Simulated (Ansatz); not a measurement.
# Molecular dynamics of Mg

Input file:

```yaml
accuracy: low
crystal:
  lattice:
    - [10.08925, 0.0, 0.0]
    - [-5.044625, 8.737547, 0.0]
    - [0.0, 0.0, 10.923295]
  atoms:
    - { symbol: Mg, position: [0.0, 0.0, 0.0] }
    - { symbol: Mg, position: [0.1111111, 0.2222222, 0.25] }
    - { symbol: Mg, position: [0.0, 0.0, 0.5] }
    - { symbol: Mg, position: [0.1111111, 0.2222222, 0.75] }
    - { symbol: Mg, position: [0.0, 0.3333333, 0.0] }
    - { symbol: Mg, position: [0.1111111, 0.5555556, 0.25] }
    - { symbol: Mg, position: [0.0, 0.3333333, 0.5] }
    - { symbol: Mg, position: [0.1111111, 0.5555556, 0.75] }
    - { symbol: Mg, position: [0.0, 0.6666667, 0.0] }
    - { symbol: Mg, position: [0.1111111, 0.8888889, 0.25] }
    - { symbol: Mg, position: [0.0, 0.6666667, 0.5] }
    - { symbol: Mg, position: [0.1111111, 0.8888889, 0.75] }
    - { symbol: Mg, position: [0.3333333, 0.0, 0.0] }
    - { symbol: Mg, position: [0.4444444, 0.2222222, 0.25] }
    - { symbol: Mg, position: [0.3333333, 0.0, 0.5] }
    - { symbol: Mg, position: [0.4444444, 0.2222222, 0.75] }
    - { symbol: Mg, position: [0.3333333, 0.3333333, 0.0] }
    - { symbol: Mg, position: [0.4444444, 0.5555556, 0.25] }
    - { symbol: Mg, position: [0.3333333, 0.3333333, 0.5] }
    - { symbol: Mg, position: [0.4444444, 0.5555556, 0.75] }
    - { symbol: Mg, position: [0.3333333, 0.6666667, 0.0] }
    - { symbol: Mg, position: [0.4444444, 0.8888889, 0.25] }
    - { symbol: Mg, position: [0.3333333, 0.6666667, 0.5] }
    - { symbol: Mg, position: [0.4444444, 0.8888889, 0.75] }
    - { symbol: Mg, position: [0.6666667, 0.0, 0.0] }
    - { symbol: Mg, position: [0.7777778, 0.2222222, 0.25] }
    - { symbol: Mg, position: [0.6666667, 0.0, 0.5] }
    - { symbol: Mg, position: [0.7777778, 0.2222222, 0.75] }
    - { symbol: Mg, position: [0.6666667, 0.3333333, 0.0] }
    - { symbol: Mg, position: [0.7777778, 0.5555556, 0.25] }
    - { symbol: Mg, position: [0.6666667, 0.3333333, 0.5] }
    - { symbol: Mg, position: [0.7777778, 0.5555556, 0.75] }
    - { symbol: Mg, position: [0.6666667, 0.6666667, 0.0] }
    - { symbol: Mg, position: [0.7777778, 0.8888889, 0.25] }
    - { symbol: Mg, position: [0.6666667, 0.6666667, 0.5] }
    - { symbol: Mg, position: [0.7777778, 0.8888889, 0.75] }
basis:
  ecutwfc: 420.0
kpoints:
  mp_grid: { grid: [1, 1, 1] }
hamiltonian:
  xc: pbesol
scf:
  occupations: { method: fermi_dirac, width: 0.16 }
  lower_state_search: "off"
md:
  timestep: 3.0
  n_steps: 300
  ensemble: nvt_nose_hoover
  temperature: 1800.0
  initial_velocities: maxwell_boltzmann
  seed: 273228
  nose_hoover: { tau: 100.0, chain_length: 5 }
```

Launched with:

```bash
$ ansatz run input.yaml --threads 4 --pin off --max-ram 10240MiB --backend cpu --events-out ev --progress --plain --runs-dir out
```

It starts from a structure without forces on its atoms.

Output, in part (step lines):

```
md step     0: t =     0.00 fs  T =  1800.0 K  F+E_penalty+E_count = -68821.42494041 eV  E_kin = 8.143380 eV  conserved = -68813.28156048 eV  (7 SCF iters)
md step     1: t =     3.00 fs  T =  1793.4 K  F+E_penalty+E_count = -68821.39516437 eV  E_kin = 8.113509 eV  conserved = -68813.28166191 eV  (7 SCF iters)
md step     2: t =     6.00 fs  T =  1773.4 K  F+E_penalty+E_count = -68821.30485900 eV  E_kin = 8.023037 eV  conserved = -68813.28190197 eV  (7 SCF iters)
md step     3: t =     9.00 fs  T =  1739.5 K  F+E_penalty+E_count = -68821.15160885 eV  E_kin = 7.869755 eV  conserved = -68813.28223108 eV  (7 SCF iters)
md step     4: t =    12.00 fs  T =  1691.1 K  F+E_penalty+E_count = -68820.93232657 eV  E_kin = 7.650903 eV  conserved = -68813.28257377 eV  (7 SCF iters)
md step     5: t =    15.00 fs  T =  1627.8 K  F+E_penalty+E_count = -68820.64430837 eV  E_kin = 7.364212 eV  conserved = -68813.28282796 eV  (5 SCF iters)
md step     6: t =    18.00 fs  T =  1549.3 K  F+E_penalty+E_count = -68820.28663882 eV  E_kin = 7.009267 eV  conserved = -68813.28287299 eV  (4 SCF iters)
md step     7: t =    21.00 fs  T =  1456.4 K  F+E_penalty+E_count = -68819.86184073 eV  E_kin = 6.589105 eV  conserved = -68813.28258641 eV  (4 SCF iters)
[... lines left out ...]
```

The steps, from the saved trajectory:

```csv
time (fs),T (K),potential energy less start (eV),conserved less start (meV/atom)
0.0,1800,0.000,0.00
30.0,1116,3.132,0.07
60.0,653,5.460,0.07
90.0,717,5.738,0.12
120.0,853,5.656,0.17
150.0,1301,4.212,0.08
180.0,1183,5.408,0.19
210.0,1318,5.423,0.10
240.0,1369,5.864,0.17
270.0,1467,6.032,0.18
300.0,1695,5.643,0.24
330.0,1910,5.254,0.18
360.0,1577,7.169,0.31
390.0,1631,7.330,0.22
420.0,1871,6.767,0.20
450.0,1536,8.769,0.28
480.0,1791,8.105,0.25
510.0,2183,6.935,0.25
540.0,1795,8.930,0.36
570.0,1697,9.537,0.28
600.0,1807,9.256,0.27
630.0,1925,8.974,0.32
660.0,1986,8.878,0.35
690.0,1685,10.316,0.44
720.0,1823,9.832,0.22
750.0,1935,9.689,0.36
780.0,2088,9.559,0.37
810.0,1761,11.561,0.55
840.0,2441,9.099,0.30
870.0,2280,10.108,0.61
900.0,2018,10.951,0.44
```

All steps were run. The conserved energy stayed within 0.61 meV per atom of its start (net change 0.44 meV per atom), so the integration is sound. A run of 0.9 ps of so small a system gives no equilibrium averages. Limits of this set-up: coarse k mesh, low accuracy level.

Mean squared displacements from the first frame to the last, about the centre of mass: Mg 4.79 Å².

Last frame:

```xyz
36
Lattice="10.0892 0.0000 0.0000 -5.0446 8.7375 0.0000 0.0000 0.0000 10.9233" Properties=species:S:1:pos:R:3
Mg 0.150 -0.681 -2.304
Mg 0.361 1.445 0.903
Mg 0.693 -3.144 7.825
Mg -2.346 0.628 8.395
Mg -1.866 2.980 0.301
Mg -0.535 4.448 2.869
Mg -0.346 2.003 5.668
Mg -1.509 7.157 6.522
Mg -2.281 5.647 -1.600
Mg -2.766 6.925 1.484
Mg -2.458 8.169 3.920
Mg -2.269 9.393 7.917
Mg 2.639 0.895 0.097
Mg 4.096 3.708 4.331
Mg 0.654 -0.306 6.155
Mg 2.990 3.593 9.648
Mg 0.690 2.199 -1.918
Mg 0.665 3.959 0.383
Mg 1.193 2.193 3.203
Mg 0.456 4.334 6.932
Mg -0.067 6.695 0.971
Mg -0.484 9.682 2.240
Mg 1.262 5.046 4.431
Mg 0.901 7.811 8.053
Mg 7.138 -0.116 0.254
Mg 8.140 0.988 2.760
Mg 4.845 0.754 5.805
Mg 5.025 2.087 8.452
Mg 6.282 4.162 2.441
Mg 5.349 6.346 4.600
Mg 6.623 3.755 5.419
Mg 5.402 5.025 10.594
Mg 2.970 3.311 1.839
Mg 3.576 6.267 2.055
Mg 2.514 6.416 7.013
Mg 2.849 6.026 9.809
```

Run time: 14 min on 4 threads of Arm Neoverse V2, with other jobs on the host, peak memory 0.99 GiB.
